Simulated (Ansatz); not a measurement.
# SiGeH3+ (triplet): from Hartree-Fock to the top rungs, cc-pVDZ

One table from this session's results is given with a row withheld; the runs are named, their logs left out.

Program: Ansatz 0.2.0, Gaussian basis. Level of theory: cc-pVDZ, core rule «outside noble gas», up to 19 orbitals frozen. These are calculated values, not measurements.

To be run: UHF; CCSD(T) on ROHF; CCSD(T) on UHF; BCCD(T) on ROHF; CISD; CCSDT(Q) on ROHF; CCSDT(Q) on UHF; CASSCF and NEVPT2, 10 electrons in 11 orbitals.

21 further runs of the same task are left out: 9 that didn't finish, 12 set aside as unsound or not needed.

## What is computed

The geometry is a PBE0/def2-TZVP stationary point (not a proven minimum) of the parent state, kept for this charge and spin. No spin-orbit coupling is included. The filled d shell of Ge may be among the frozen orbitals whatever the setting's name suggests; the logs give the count.

5 atoms, charge 1, spin multiplicity 3.

Atoms are counted from 1 here; the program's logs count them from 0.

Bond lengths: Si1–Ge2 2.420 Å, Ge2–H3 1.550 Å, Ge2–H4 1.543 Å, Ge2–H5 1.543 Å. Angles: Si1–Ge2–H3 102.9°, Si1–Ge2–H4 116.0°, Si1–Ge2–H5 116.0°, H3–Ge2–H4 106.8°, H3–Ge2–H5 106.8°, H4–Ge2–H5 107.6°.

Set-up of the first run:

in.yaml

```yaml
crystal:
  periodic: [false, false, false]
  atoms:
    - {symbol: Si, position_ang: [0.006312, -0.000001, 1.781521]}
    - {symbol: Ge, position_ang: [0.001520, 0.000000, -0.638687]}
    - {symbol: H, position_ang: [-1.510450, -0.000015, -0.981329]}
    - {symbol: H, position_ang: [0.612502, 1.244920, -1.315333]}
    - {symbol: H, position_ang: [0.612528, -1.244907, -1.315334]}
basis:
  gaussian: {orbitals: cc-pVDZ}
total_charge: 1
magnetization: {spin_polarized: true, initial_magnetization: 2}
hamiltonian: {xc: hf}
output: {orbitals: {seedname: orbitals}}
```

The run is started by

```
> ansatz run in.yaml --threads 1 --pin off --events-out ev --progress --plain --max-ram 2393MiB
```

Among the steps run: UHF; CCSD(T) on ROHF; CCSD(T) on UHF; BCCD(T) on ROHF; CISD; CCSDT(Q) on ROHF; CCSDT(Q) on UHF; CASSCF and NEVPT2, 10 electrons in 11 orbitals.

One table of the session follows, with a row left open; its other results are not shown here.

| method | from UCCSDT(Q) (kcal/mol) |
| --- | --- |
| ROHF | ? |
| UHF | +115.22 |
| RMP2 | +29.43 |
| UMP2 | +29.38 |
| CISD | +12.41 |
| RCCSD | +3.98 |
| UCCSD | +3.86 |
| RCCSD(T) | +0.95 |
| UCCSD(T) | +0.93 |
| BCCD(T) | +0.94 |
| RCCSDT | +0.16 |
| UCCSDT | +0.13 |
| RCCSDT(Q) | +0.03 |
| UCCSDT(Q) | 0 |
| CASSCF valence | +70.44 |
| NEVPT2 valence | +20.10 |

Estimate the missing values for ROHF.

**Answer.** from UCCSDT(Q) (kcal/mol): +117.83. In the column «from UCCSDT(Q) (kcal/mol)» it is the highest.

Among the levels timed on like hardware and quicker than the yardstick, those that no quicker one beats, quickest first: CISD (6.5 s, +12.41 kcal/mol); BCCD(T) (16 s, +0.94 kcal/mol); UCCSD(T) (23 s, +0.93 kcal/mol).

Limits of these values: Restricted and unrestricted rows rest on different reference determinants; where their highest levels disagree by more than a few hundredths of an eV, they describe different states and don't form one ladder.
